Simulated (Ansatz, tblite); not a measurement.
# The cluster As3P5−: one state, many levels

Aim: run the doublet of the cluster As3P5− at one geometry on many levels, and compare frontier levels, spin and run time.

Program: Ansatz 0.2.0, Gaussian basis. Level of theory: as each input shows. These are calculated values, not measurements.

Plan: GFN1-xTB, GFN2-xTB, PBE-D4/def2-TZVPD, r2SCAN-D4/def2-TZVPD, LC-ωPBE/def2-TZVPD, r2SCAN0-D4/def2-TZVPD, PBE-D4/def2-SVPD, PBE0-D4/def2-SVPD, HF/6-31G, B3LYP-D4/6-31G, MP2/def2-SVPD.

2 further runs of the same task are left out: 2 set aside as unsound or not needed. Runs told in other sessions of the task aren't counted.

### 1 The geometry

The doublet was relaxed beforehand with PBE-D4/def2-SVP. At that level it is the lowest of the isomers that a small search found.

8 atoms, charge -1, spin multiplicity 2.

Bond lengths: P1–P4 2.157 Å, P1–As6 2.294 Å, P2–P3 2.262 Å, P2–As7 2.354 Å, P2–As8 2.405 Å, P3–P4 2.172 Å, P3–P5 2.260 Å, P5–As6 2.396 Å, P5–As8 2.435 Å, As6–As7 2.496 Å, As7–As8 2.519 Å. Angles: P4–P1–As6 106.9°, P3–P2–As7 105.9°, P3–P2–As8 86.1°, As7–P2–As8 63.9°, P2–P3–P4 106.0°, P2–P3–P5 94.7°, P4–P3–P5 107.4°, P1–P4–P3 107.8°, P3–P5–As6 97.2°, P3–P5–As8 85.5°, As6–P5–As8 88.5°, P1–As6–P5 102.7°, P1–As6–As7 101.2°, P5–As6–As7 90.4°, P2–As7–As6 101.8°, P2–As7–As8 59.0°, As6–As7–As8 84.4°, P2–As8–P5 86.8° and more.

The ion is computed in the gas phase, without counter-ions or solvent.

PBE0-D4/def2-TZVPD was run before; its log isn't repeated, and its numbers join the tables.

### 2 GFN1-xTB

Tight binding, by tblite at 300 K electronic temperature and without a spin-polarisation term:

```python
tblite.interface.Calculator('GFN1-xTB', numbers, positions, charge=-1, uhf=1).singlepoint()
```

Energy -557.4471 eV; 0.018 s.

### 3 GFN2-xTB

Tight binding, by tblite at 300 K electronic temperature and without a spin-polarisation term:

```python
tblite.interface.Calculator('GFN2-xTB', numbers, positions, charge=-1, uhf=1).singlepoint()
```

Energy -544.9451 eV; 0.018 s.

### 4 PBE-D4/def2-TZVPD

start.molden holds the orbitals of an earlier run on this state, given as this run's starting guess.

Input file in.yaml:

```yaml
crystal:
  periodic: [false, false, false]
  atoms:
    - {symbol: P, position_ang: [0.806171, -2.321887, 0.825813]}
    - {symbol: P, position_ang: [0.813314, 1.877208, 0.193664]}
    - {symbol: P, position_ang: [-0.744673, 0.762048, 1.395602]}
    - {symbol: P, position_ang: [0.301820, -0.883076, 2.352019]}
    - {symbol: P, position_ang: [-1.809618, -0.074854, -0.412945]}
    - {symbol: As, position_ang: [-0.053959, -1.529958, -1.147884]}
    - {symbol: As, position_ang: [1.423133, 0.437740, -1.565728]}
    - {symbol: As, position_ang: [-0.736178, 1.732779, -1.640542]}
basis:
  gaussian: {orbitals: def2-TZVPD, initial_orbitals: start.molden}
total_charge: -1
magnetization: {spin_polarized: true, initial_magnetization: 1}
hamiltonian: {xc: pbe, dispersion: d4}
scf: {omitted_lower_state_checks: [starts]}
output: {forces: true, orbitals: {seedname: orbitals}}
```

Launch:

```bash
ansatz run in.yaml --threads 4 --pin off --events-out ev --progress --plain --max-ram 6963MiB
```

Further steps of the session: r2SCAN-D4/def2-TZVPD; LC-ωPBE/def2-TZVPD; r2SCAN0-D4/def2-TZVPD; PBE-D4/def2-SVPD; PBE0-D4/def2-SVPD; HF/6-31G; B3LYP-D4/6-31G; MP2/def2-SVPD.

Before running them: what should the planned runs give, taken together? Wanted: gap in def2-TZVPD, named functionals, smallest and largest; correlation energy, MP2/def2-SVPD; ⟨S²⟩ in def2-TZVPD, named functionals, smallest and largest; PBE0 total energy, smallest basis above largest.

**Answer**, as computed:

| quantity | value |
| --- | --- |
| gap in def2-TZVPD, named functionals, smallest and largest | 0.50 eV (PBE-D4), 6.08 eV (LC-ωPBE) |
| correlation energy, MP2/def2-SVPD | -36.29 eV |
| ⟨S²⟩ in def2-TZVPD, named functionals, smallest and largest | 0.754, 0.769 |
| PBE0 total energy, smallest basis above largest | 38.08 eV (def2-SVPD, def2-TZVPD) |

**Reading.** Orbital gaps of the named functionals in def2-TZVPD span 0.50 eV (PBE-D4) to 6.08 eV (LC-ωPBE); exact exchange widens it. Over the named functionals in def2-TZVPD spin contamination reaches 0.02 (LC-ωPBE), which is small.
